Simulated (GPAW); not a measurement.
# Cd2S (P3m1) in GPAW: single point with PBE

Aim: the single point of Cd2S with PBE.

Everything below comes from runs of GPAW 26.7.0. Logs are shortened: lines on timing, memory, paths and dates and some standing lists are left out, and cuts for length are marked. The log counts tension as positive stress, the text compression.

### Step 1. The crystal as given

It takes space group P3m1 (No. 156, trigonal). The conventional cell has a = 3.963 Å, b = 3.963 Å, c = 5.809 Å, α = 90.00°, β = 90.00°, γ = 120.00°. Cd (site symmetry 3m) has 1 S at 2.52 Å as nearest neighbours. Cd (site symmetry 3m) has 3 S at 2.60 Å as nearest neighbours. S (site symmetry 3m) has 4 Cd at 2.52 to 2.60 Å as nearest neighbours.

The cell comes from a database or a generator and needn't be the stable form of this composition.

### Step 2. Single point, PBE

Input file run.py:

```python
from ase import Atoms
from ase.dft.bandgap import bandgap
from ase.io import write
from ase.units import GPa
from gpaw import GPAW, PW

atoms = Atoms(['Cd', 'Cd', 'S'],
              cell=[[3.962670049, 0.0, 0.0],
                    [-1.9813350245, 3.4317729293, 0.0],
                    [0.0, 0.0, 5.809192]],
              scaled_positions=[[0.3333333333, 0.6666666667, 0.932717],
                                [0.6666666667, 0.3333333333, 0.578735],
                                [0.3333333333, 0.6666666667, 0.365705]],
              pbc=True)

calc = GPAW(mode=PW(450),
            xc='PBE',
            kpts={'size': (6, 6, 4), 'gamma': True},
            occupations={'name': 'fermi-dirac', 'width': 0.05},
            nbands=26,
            maxiter=120,
            txt='gpaw.txt')
atoms.calc = calc
energy = atoms.get_potential_energy()
forces = atoms.get_forces()
stress = atoms.get_stress()
calc.write('gs.gpw')
write('result.traj', atoms)
print(f'Energy: {energy:.6f} eV')
print('Forces (eV/A):')
print(forces.round(4))
print('Stress (GPa):', (stress / GPa).round(3))
print('Fermi level:', round(calc.get_fermi_level(), 4), 'eV')
print(f'Gap: {bandgap(calc)[0]:.4f} eV, direct: {bandgap(calc, direct=True)[0]:.4f} eV')
```

Potentials or basis: GPAW PAW data sets (gpaw-data 1.2.1), pw.

Command:

```console
OMP_NUM_THREADS=1 python run.py
```

gpaw.txt:

```text
__  _  _
 | _ |_)|_||  |
 |__||  | ||/\| - 26.7.0

Input parameters:
  mode=PW(ecut=450.00000000000006),
  kpts=MonkhorstPack(size=(6, 6, 4), gamma=True),
  maxiter=120,
  nbands=26,
  occupations=Occupations(name='fermi-dirac', width=0.05),
  xc=XC(name='PBE')

Diagonalizing LCAO Hamiltonian
Converting LCAO to pw mode

        Cd

            Cd
        S

Atoms  # Å, Bohr magnetons
|   | symbol |         x |        y |        z |    initial magnetic moments |
|---|--------|-----------|----------|----------|-----------------------------|
| 0 |     Cd | -0.000000 | 2.287849 | 5.418332 | ( 0.0000,  0.0000,  0.0000) |
| 1 |     Cd |  1.981335 | 1.143924 | 3.361983 | ( 0.0000,  0.0000,  0.0000) |
| 2 |      S | -0.000000 | 2.287849 | 2.124451 | ( 0.0000,  0.0000,  0.0000) |

Unit cell  # Å
| periodic |         x |        y |        z |  lengths |     angles |
|----------|-----------|----------|----------|----------|------------|
|      yes |  3.962670 | 0.000000 | 0.000000 | 3.962670 |  90.000000 |
|      yes | -1.981335 | 3.431773 | 0.000000 | 3.962670 |  90.000000 |
|      yes |  0.000000 | 0.000000 | 5.809192 | 5.809192 | 120.000000 |

Number of symmetries: 6
Symmetry operations  # r_c * U_cc + t_c -> r_c
|   | kind |            matrix            |
|---|------|------------------------------|
| 0 |  σ   |  1, 1, 0,  0,-1, 0,  0, 0, 1 |
| 1 |  E   |  1, 0, 0,  0, 1, 0,  0, 0, 1 |
| 2 |  C3  |  0, 1, 0, -1,-1, 0,  0, 0, 1 |
| 3 |  σ   |  0,-1, 0, -1, 0, 0,  0, 0, 1 |
| 4 |  σ   | -1, 0, 0,  1, 1, 0,  0, 0, 1 |
| 5 |  C3  | -1,-1, 0,  1, 0, 0,  0, 0, 1 |

BZ-sampling:
  Number of BZ points: 144
  Number of IBZ points: 24

  Monkhorst-Pack size: [6, 6, 4]
  Monkhorst-Pack shift: [0.08333333333333333, 0.08333333333333333, 0.125]

K-points  # in reciprocal-cell coordinates
|     |                                coordinates |     weight |
|-----|--------------------------------------------|------------|
|   0 | (  0.00000000,   0.00000000,   0.00000000) | 0.00694444 |
|   1 | (  0.00000000,   0.00000000,   0.25000000) | 0.01388889 |
|   2 | (  0.00000000,   0.00000000,   0.50000000) | 0.00694444 |
|   3 | (  0.16666667,   0.00000000,  -0.25000000) | 0.04166667 |
|   4 | (  0.16666667,   0.00000000,   0.00000000) | 0.04166667 |
|   5 | (  0.16666667,   0.00000000,   0.25000000) | 0.04166667 |
|   6 | (  0.16666667,   0.00000000,   0.50000000) | 0.04166667 |
|   7 | (  0.33333333,  -0.16666667,   0.00000000) | 0.04166667 |
|   8 | (  0.33333333,  -0.16666667,   0.25000000) | 0.08333333 |
|   9 | (  0.33333333,  -0.16666667,   0.50000000) | 0.04166667 |
| ... |                                            |            |
|  23 | (  0.50000000,   0.50000000,   0.50000000) | 0.02083333 |

Plane wave coefficients: 1731
Cutoff: 450.00000000000006 eV

Spin-components: 1 (collinear spins)
Bands:           26
Projectors:      17
Spin-degeneracy: 2
Datatype:        complex128

Parallelization:
  kpt:    1
  domain: 1
  band:   1

Density:
  Valence electrons: 30.0
  Components: 1
  Grid points: [20 20 30]
  Charge: 0.0  # |e|

Potential:
  Grid points: [20 20 30]

species:
  Cd:
    name:    Cadmium
    Z:       48.0
    valence: 12
    core:    36
    charge:  0.0  # [|e|]
    compensation charges:
      type: gauss
      rc: 0.38  # [Å]
      lmax: 2
    cutoffs:
      filter: 2.12  # [Å]
      core: 2.62  # [Å]
    projectors
    | kind |    occ | energy [eV] | rcut [Å] |
    |------|--------|-------------|----------|
    |   5s |  2.000 |      -5.655 |    1.191 |
    |   5p |  0.000 |      -1.186 |    1.228 |
    |   4d | 10.000 |     -11.739 |    1.164 |
    |    s |        |      21.556 |    1.191 |
    |    p |        |      26.026 |    1.228 |
    |    d |        |      15.473 |    1.164 |

    Using partial waves for Cd as LCAO basis

  S:
    name:    Sulfur
    Z:       16.0
    valence: 6
    core:    10
    charge:  0.0  # [|e|]
    compensation charges:
      type: gauss
      rc: 0.24  # [Å]
      lmax: 2
    cutoffs:
      filter: 1.77  # [Å]
      core: 1.66  # [Å]
    projectors
    | kind |    occ | energy [eV] | rcut [Å] |
    |------|--------|-------------|----------|
    |   3s |  2.000 |     -17.254 |    0.974 |
    |   3p |  4.000 |      -7.008 |    0.979 |
    |    s |        |       9.957 |    0.974 |
    |    p |        |      20.203 |    0.979 |
    |    d |        |       0.000 |    0.900 |

    Using partial waves for S as LCAO basis

Reference energy: -315203.856570  # eV

eigensolver:
  PPCG
  Converge bands: occupied
  niter=2

density mixing:
  MSR1-Mixer
  Pratt-step length: 0.05
  Maximum mixing coefficient: 0.75
  Old densities: 10
  SVD Regularization: 0.005
  Good broyden scale: 1.0
  Trust region scale: 1.0
  Backstep threshold: 4.0
  History deletion threshold: 6.0
  Fourier metric: weight=20.0, sigma=0.015

occupation numbers:
  Fermi-Dirac:
    width: 0.0500  # eV

poisson solver:
  ecut: 3600.0000000000005  # eV

xc functional:
  name: PBE with 2 nearest neighbor stencil

convergence criteria:
- Maximum [total energy] change in last 3 cyles: 0.0005 eV / valence electron
- Maximum integral of absolute [dens]ity change: 0.0001 electrons / valence electron
- Maximum integral of absolute [eigenst]ate change: 4e-08 eV^2 / valence electron
maximum number of iterations: 120

SCF iterations
|iter     | |      energy | eigst |  dens |
|---------|-|-------------|-------|-------|
|iter:   1| |   -7.312114 | -0.57 |       |
|iter:   2| |   -7.108476 | -2.32 | -1.24 |
|iter:   3| |   -6.544953 | -1.65 | -1.29 |
|iter:   4| |   -6.541290 | -3.43 | -1.76 |
|iter:   5| |   -6.540449c| -3.89 | -2.09 |
|iter:   6| |   -6.540267c| -4.79 | -2.95 |
|iter:   7| |   -6.540275c| -5.95 | -3.38 |
|iter:   8| |   -6.540278c| -6.59 | -3.79 |
|iter:   9| |   -6.540278c| -7.99c| -4.37c|

Converged in 9 steps
Energy contributions relative to reference atoms: (reference = -315203.856570)

Energy contributions:
  Kinetic:          19.992111
  Coulomb:         -17.609600
  Zero:              0.290336
  External:          0.000000
  Xc:               -9.211122
  Entropy:          -0.004007
  Spinorbit:         0.000000
  ----------------------------
  Free energy:      -6.542281
  Extrapolated:     -6.540278

dipole moment: (-0.996843, 0.575506, 11.102986)  # |e|*Ang

Fermi level: 4.332
Eigenvalues  # (at kpt = [0.000, 0.000, 0.000])
| band index |      eig [eV] | occ [0-2] |
|------------|---------------|-----------|
|          0 |        -8.554 |     2.000 |
|        ... |               |           |
|          7 |        -3.861 |     2.000 |
|          8 |        -3.861 |     2.000 |
|          9 |        -3.501 |     2.000 |
|         10 |        -3.501 |     2.000 |
|         11 |        -0.355 |     2.000 |
|         12 |         0.423 |     2.000 |
[... 8 lines left out ...]
|         21 |        14.014 |     0.000 |
|         22 |        14.500 |     0.000 |
|        ... |               |           |
|         25 |        15.556 |     0.000 |

Gap: 0.103 eV
Transition (v -> c):
  (s=0, k=15, n=14, [0.33, 0.33, 0.25]) -> (s=0, k=22, n=15, [0.50, 0.50, 0.25])
Direct/indirect transitions are different
Direct gap: 0.471 eV
Transition at: (s=0, k=15, n=14, [0.33, 0.33, 0.25])

Forces  # eV/Ang
|        x |        y |        z |
|----------|----------|----------|
|  0.00000 | -0.00000 |  0.04223 |  # Cd   0
|  0.00000 |  0.00000 | -0.05470 |  # Cd   1
| -0.00000 | -0.00000 |  0.01188 |  # S    2

Stress tensor  # eV/Ang^3
|        x |        y |        z |
|----------|----------|----------|
| 0.008905 | 0.000000 | 0.000000 |
| 0.000000 | 0.008905 | 0.000000 |
| 0.000000 | 0.000000 | 0.009647 |

# Writing to gs.gpw (mode='')
```

It took 18 s on 1 thread of Intel Xeon Platinum 8259CL at 2.50GHz (Skylake/Cascade Lake), shared host; peak memory 0.16 GiB.

Results:

```yaml
Free_energy: -6.5423 eV
Pressure: -1.5 GPa
Largest_force: 0.055 eV/Å
Band_gap_on_the_k_mesh: 0.10 eV, indirect (least direct gap 0.47 eV)
```

Forces in eV/Å, atoms in the order of the input:
```
Cd   0.000  0.000  0.042
Cd   0.000  0.000 -0.055
S    0.000  0.000  0.012
```

Levels at points of the mesh, in eV from the valence-band top:
| k point | band 11 | band 12 | band 13 | band 14 | band 15 | band 16 | band 17 | band 18 | band 19 | band 20 |
| --- | --- | --- | --- | --- | --- | --- | --- | --- | --- | --- |
| (0.00, 0.00, 0.00) | -7.79 | -4.65 | -3.87 | -0.91 | -0.91 | 3.01 | 4.84 | 6.59 | 6.59 | 8.05 |
| (0.00, 0.00, 0.50) | -7.81 | -6.11 | -0.83 | -0.83 | -0.40 | 0.97 | 4.55 | 6.16 | 6.16 | 7.71 |
| (0.50, 0.50, 0.00) | -7.64 | -4.63 | -3.18 | -1.78 | -1.43 | 0.37 | 2.99 | 4.55 | 5.59 | 7.22 |
| (0.50, 0.50, 0.50) | -7.65 | -4.23 | -3.90 | -1.57 | -1.16 | 1.38 | 3.18 | 4.26 | 5.46 | 6.12 |

Caveat: the cutoff is short for stress and forces, so pressures can be off by a GPa or more. A k mesh can miss the band edges.

### Step 3. For comparison

An earlier run on the cell as given: functional PBE; potentials or basis GPAW PAW data sets (gpaw-data 1.2.1); cutoff 600 eV; basis pw; k mesh 8 × 8 × 5; occupations fermi-dirac, width 0.05 eV; no spin polarisation.

- Pressure: -0.4 GPa
- Largest force: 0.072 eV/Å
- Band gap on the k mesh: 0.24 eV, indirect (least direct gap 0.57 eV)
